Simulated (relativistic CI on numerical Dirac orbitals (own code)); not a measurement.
# Nb⁴⁺: L2,3 absorption multiplets

Wanted: the shape of the L2,3 absorption spectrum of Nb⁴⁺ in 5 surroundings, from the same atomic integrals.

The numbers are computed with relativistic CI on numerical Dirac orbitals (own code) version 1 (Dirac-Coulomb-Breit CI, KLI orbitals optimised for each configuration, model QED (radiative potential, 1s self-energy scaled to tabulated hydrogen-like ionisation energies), valence Slater integrals scaled by 0.8, multiplet model of core-to-valence dipole absorption), except any that are marked as measured or tabulated.

### Step 1. Starting point

```
ion                                            : Nb⁴⁺ (Nb V)
nuclear charge                                 : 41
electrons                                      : 37
configurations                                 : [Kr] 4d → [He] 2s2 2p5 3s2 3p6 3d10 4s2 4p6 4d2
magnetising field for the dichroism, Lz and Sz : exchange field 10 meV on Sz; these come from the lowest magnetised state alone (0 K)
temperature of the isotropic spectrum          : 300 K
widths                                         : Lorentz 2.4 eV, Gauss 0.5 eV
surrounding 1                                  : free ion
surrounding 2                                  : D3d, 10Dq = 27350, Dsigma = -1200, Dtau = -130 cm⁻¹
surrounding 3                                  : D3d, 10Dq = 27350, Dsigma = -860, Dtau = -130 cm⁻¹
surrounding 4                                  : D3d, 10Dq = 27350, Dsigma = -510, Dtau = -130 cm⁻¹
surrounding 5                                  : D3d, 10Dq = 27350, Dsigma = -170, Dtau = -130 cm⁻¹
```

### Step 2. Surrounding 1: free ion

The run's settings:

```ini
atom Nb  Z=41  charge=4  electrons=37
nucleus A=93  rms_radius_fm=4.3240
hamiltonian dirac-coulomb  breit=on  qed=on  c_scale=1
orbitals kli  potential=per-configuration
slater_scale 0.8
correlation none
mixing on
configurations
  [Kr] 4d
  [He] 2s2 2p5 3s2 3p6 3d10 4s2 4p6 4d2
end
absorption L2,3 T=300 lorentz=2.4 gauss=0.5
crystal_field free
```

### Step 3. Surrounding 2: D3d, 10Dq = 27350, Dsigma = -1200, Dtau = -130

Changes to the settings of step 2:

```diff
@@ -12,2 +12,2 @@
 absorption L2,3 T=300 lorentz=2.4 gauss=0.5
-crystal_field free
+crystal_field D3d 10Dq=27350 Dsigma=-1200 Dtau=-130
```

### Step 4. Surrounding 3: D3d, 10Dq = 27350, Dsigma = -860, Dtau = -130

Changes to the settings of step 3:

```diff
@@ -12,2 +12,2 @@
 absorption L2,3 T=300 lorentz=2.4 gauss=0.5
-crystal_field D3d 10Dq=27350 Dsigma=-1200 Dtau=-130
+crystal_field D3d 10Dq=27350 Dsigma=-860 Dtau=-130
```

### Step 5. Surrounding 4: D3d, 10Dq = 27350, Dsigma = -510, Dtau = -130

Changes to the settings of step 4:

```diff
@@ -12,2 +12,2 @@
 absorption L2,3 T=300 lorentz=2.4 gauss=0.5
-crystal_field D3d 10Dq=27350 Dsigma=-860 Dtau=-130
+crystal_field D3d 10Dq=27350 Dsigma=-510 Dtau=-130
```

### Step 6. Surrounding 5: D3d, 10Dq = 27350, Dsigma = -170, Dtau = -130

Changes to the settings of step 5:

```diff
@@ -12,2 +12,2 @@
 absorption L2,3 T=300 lorentz=2.4 gauss=0.5
-crystal_field D3d 10Dq=27350 Dsigma=-510 Dtau=-130
+crystal_field D3d 10Dq=27350 Dsigma=-170 Dtau=-130
```

(Steps that only read results are left out.)

Before running it: what results should come out? Wanted: highest peak, first run; ground spin; share of the lower edge; core spin-orbit splitting.

The runs gave:

| surrounding | ground S | Lz (0 K) | Sz (0 K) | centroid (eV) | share of the lower edge | up to four highest peaks (% of the highest), eV |
| --- | --- | --- | --- | --- | --- | --- |
| 1: free | 0.50 | 1.81 | -0.31 | 2402.18 | 0.733 | 2377.2 (100), 2470.5 (34) |
| 2: D3d | 0.50 | 1.18 | -0.50 | 2405.37 | 0.701 | 2375.5 (82), 2378.5 (100), 2469.5 (37), 2472.5 (38) |
| 3: D3d | 0.50 | 1.14 | -0.50 | 2405.45 | 0.700 | 2375.5 (82), 2378.5 (100), 2469.5 (37), 2472.5 (38) |
| 4: D3d | 0.50 | 1.09 | -0.50 | 2405.53 | 0.699 | 2375.5 (81), 2378.8 (100), 2469.5 (37), 2472.5 (38) |
| 5: D3d | 0.50 | 1.04 | -0.50 | 2405.61 | 0.698 | 2375.8 (81), 2378.8 (100), 2469.5 (37), 2472.5 (38) |

| quantity | value |
| --- | --- |
| highest peak, first run | 2377.2 eV |
| ground spin (effective S from ⟨S²⟩) | 0.50 |
| share of the lower edge | 0.698 to 0.733 |
| core spin-orbit splitting (without Breit) | 97.71 eV |

What this shows: The lower edge takes 0.73 of the intensity in surrounding 1, above the statistical 0.67. The position of the maximum differs by up to 1.5 eV between the surroundings, by shifts of peaks or by peaks exchanging rank. Edge positions are free-ion values and differ from those in solids by a few eV or more.
